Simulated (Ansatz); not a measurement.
# FH6InSi: the cost of one run

Computed with Ansatz 0.2.0. Level: RKS PBE-D4/def2-SVPD.

### Step 1. The system as given

7 atoms, charge 0, spin multiplicity 1.

Atoms are counted from 1 here; the program's logs count them from 0.

Bond lengths: In1–H2 1.748 Å, In1–H3 1.748 Å, In1–Si4 2.600 Å, Si4–H5 1.506 Å, Si4–H6 1.506 Å, Si4–H7 1.509 Å. Angles: H2–In1–H3 118.5°, H2–In1–Si4 120.7°, H3–In1–Si4 120.8°, In1–Si4–H5 112.5°, In1–Si4–H6 112.5°, In1–Si4–H7 109.1°, H5–Si4–H6 107.9°, H5–Si4–H7 107.3°, H6–Si4–H7 107.2°.

As a file:

```mol
H5InSi
  3D, bonds by distance, orders not assigned

  7  6  0  0  0  0  0  0  0  0999 V2000
    0.7288    1.2717    0.0125 In  0  0
    2.4765    1.2992    0.0361 H   0  0
   -0.1277    2.7945   -0.0448 H   0  0
   -0.5652   -0.9837    0.0186 Si  0  0
   -1.9265   -0.8667    0.6516 H   0  0
    0.1856   -2.0771    0.7315 H   0  0
   -0.7715   -1.4379   -1.4056 H   0  0
  1  2  8  0
  1  3  8  0
  1  4  8  0
  4  5  8  0
  4  6  8  0
  4  7  8  0
M  END
```

This geometry comes from a loose relaxation at PBE in a small basis, which is not shown.

### Step 4. Setting up the map

The probe is moved over a plane parallel to the molecule's main plane, 3.51 Å above it (x and y are the axes of that plane, centred on the molecule).

The axes are (1) x of the probe's H atom: 15 values from −3.57 Å; (2) y of the probe's H atom: 13 values from −3.06 Å.

Nothing else is relaxed (molecule and probe rigid, the probe upright with H nearest the plane). Energies count from molecule and probe far apart, each relaxed in its own basis (no counterpoise correction). Points are written as (first, second).

The probe HF moves over a plane: parallel to the molecule's main plane, 3.51 Å above it. The molecule is turned into the frame of its main axes, as the inputs below show.

(The set-up runs are not shown.)

### Step 5. Grid point (−3.06 Å, −1.53 Å)

File input.yaml:

```yaml
crystal:
  periodic: [false, false, false]
  atoms:
    - { symbol: In, position_ang: [-1.465659, 0.000262, -0.019464] }
    - { symbol: H, position_ang: [-2.35921, -1.502159, -0.006838] }
    - { symbol: H, position_ang: [-2.360466, 1.501911, -0.006885] }
    - { symbol: Si, position_ang: [1.134585, 0.000326, -0.013231] }
    - { symbol: H, position_ang: [1.713625, 1.221874, -0.676655] }
    - { symbol: H, position_ang: [1.712677, -1.213822, -0.690984] }
    - { symbol: H, position_ang: [1.624449, -0.008392, 1.414056] }
    - { symbol: H, position_ang: [-3.06, -1.53, 3.51] }
    - { symbol: F, position_ang: [-3.06, -1.53, 4.442489] }
basis:
  gaussian: { orbitals: def2-SVPD }
hamiltonian:
  xc: pbe
  dispersion: d4
output:
  forces: true
```

On the command line:

```console
$ ansatz run input.yaml --threads 1 --pin off --max-ram 2560MiB --backend cpu --events-out ev --progress --plain --runs-dir out
```

Q: Estimate wall time and peak memory on 1 thread of Arm Neoverse V1, shared host.

About 3.8 s, with a peak of 0.14 GiB.
